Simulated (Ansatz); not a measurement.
A first try at an atomisation energy of CH₅AlSSi, SMILES [SH][Al]1[CH2][SiH2]1, using Ansatz 0.2.0 through its Python package.

The cells in order, each with its output:

In [1]:
```python
from collections import Counter

import ansatz


def energy(molecule, charge=0, unpaired=0):
    calc = (
        molecule.calculation()
        .basis(gaussian='pcseg-2')
        .correlation('mp2')
    )
    if charge:
        calc = calc.charge(charge)
    if unpaired:
        calc = calc.spin('collinear', total=unpaired)
    report = calc.run(threads=1, backend='cpu').report
    if report['published_state_doubts']:
        print('  doubts:', report['published_state_doubts'])
    return report['energy']
```

In [2]:
```python
GEOMETRY = '''
S    -1.34290    1.08500   -2.61370
Al   -0.32490    0.25040   -0.83070
C     1.19320   -0.08220    0.31250
Si   -0.07180   -0.99640    1.19230
H    -1.71730    2.29500   -1.93700
H     2.00300   -0.72880   -0.11040
H     1.62190    0.80170    0.89090
H    -0.33860   -2.39700    0.83030
H    -0.93410   -0.27380    2.24870
'''
```

In [3]:
```python
system = ansatz.Crystal.molecule()
for line in GEOMETRY.strip().splitlines():
    symbol, *xyz = line.split()
    system = system.atom(symbol, [float(v) for v in xyz])
```

In [4]:
```python
# Hund ground states
unpaired = {'S': 2, 'Al': 1, 'C': 2, 'Si': 2, 'H': 1}
counts = Counter(site.symbol for site in system.cartesian_sites)
atom_energy = {s: energy(ansatz.Crystal.molecule().atom(s, (0, 0, 0)), 0, unpaired[s]) for s in counts}
whole = energy(system, 0, 0)
for s, e in atom_energy.items():
    print(f'{s:2s} x{counts[s]}  {e:14.5f} eV')
print(f'CH5AlSSi: {whole:.5f} eV')
split = sum(counts[s] * e for s, e in atom_energy.items()) - whole
print(f'atomisation energy (no zero-point term): {split:.3f} eV, {split / sum(counts.values()):.3f} eV an atom')
```
```text
Traceback (most recent call last):
  File "<cell 4>", line 4, in <module>
    atom_energy = {s: energy(ansatz.Crystal.molecule().atom(s, (0, 0, 0)), 0, unpaired[s]) for s in counts}
                      ~~~~~~^^^^^^^^^^^^^^^^^^^^^^^^^^^^^^^^^^^^^^^^^^^^^^^^^^^^^^^^^^^^^^
  File "<cell 1>", line 19, in energy
    return report['energy']
           ~~~~~~^^^^^^^^^^
KeyError: 'energy'
```

What is wrong, and how is it mended?

The fault: the report has no such key (the free energy stands under free_energy_ev). The change:

```diff
--- before
+++ after
@@
         print('  doubts:', report['published_state_doubts'])
-    return report['energy']
+    return report['free_energy_ev']
```

Notebook, run cell by cell (the value of a cell's last expression is shown):

```python
from collections import Counter

import ansatz


def energy(molecule, charge=0, unpaired=0):
    calc = (
        molecule.calculation()
        .basis(gaussian='pcseg-2')
        .correlation('mp2')
    )
    if charge:
        calc = calc.charge(charge)
    if unpaired:
        calc = calc.spin('collinear', total=unpaired)
    report = calc.run(threads=1, backend='cpu').report
    if report['published_state_doubts']:
        print('  doubts:', report['published_state_doubts'])
    return report['free_energy_ev']
```

```python
GEOMETRY = '''
S    -1.34290    1.08500   -2.61370
Al   -0.32490    0.25040   -0.83070
C     1.19320   -0.08220    0.31250
Si   -0.07180   -0.99640    1.19230
H    -1.71730    2.29500   -1.93700
H     2.00300   -0.72880   -0.11040
H     1.62190    0.80170    0.89090
H    -0.33860   -2.39700    0.83030
H    -0.93410   -0.27380    2.24870
'''
```

```python
system = ansatz.Crystal.molecule()
for line in GEOMETRY.strip().splitlines():
    symbol, *xyz = line.split()
    system = system.atom(symbol, [float(v) for v in xyz])
```

```python
# Hund ground states
unpaired = {'S': 2, 'Al': 1, 'C': 2, 'Si': 2, 'H': 1}
counts = Counter(site.symbol for site in system.cartesian_sites)
atom_energy = {s: energy(ansatz.Crystal.molecule().atom(s, (0, 0, 0)), 0, unpaired[s]) for s in counts}
whole = energy(system, 0, 0)
for s, e in atom_energy.items():
    print(f'{s:2s} x{counts[s]}  {e:14.5f} eV')
print(f'CH5AlSSi: {whole:.5f} eV')
split = sum(counts[s] * e for s, e in atom_energy.items()) - whole
print(f'atomisation energy (no zero-point term): {split:.3f} eV, {split / sum(counts.values()):.3f} eV an atom')
```

    S  x1    -10819.50903 eV
    Al x1     -6582.46334 eV
    C  x1     -1027.32339 eV
    Si x1     -7861.30528 eV
    H  x5       -13.60238 eV
    CH5AlSSi: -26385.74157 eV
    atomisation energy (no zero-point term): 27.129 eV, 3.014 eV an atom

Caveats:
- Total energies depend on the basis set; only differences at equal settings carry meaning.
- The geometry is a force-field or estimated start, not a minimum of this method, and the basis set is short of its limit. All parts are taken at fixed geometry, without zero-point energy.
- Timing: 11 s on 1 thread of AMD EPYC 7R43 64-Core Processor (Zen 3) (shared host), peak memory 0.44 GiB.

(Lines on the test bed's own set-up are left out of the output.)
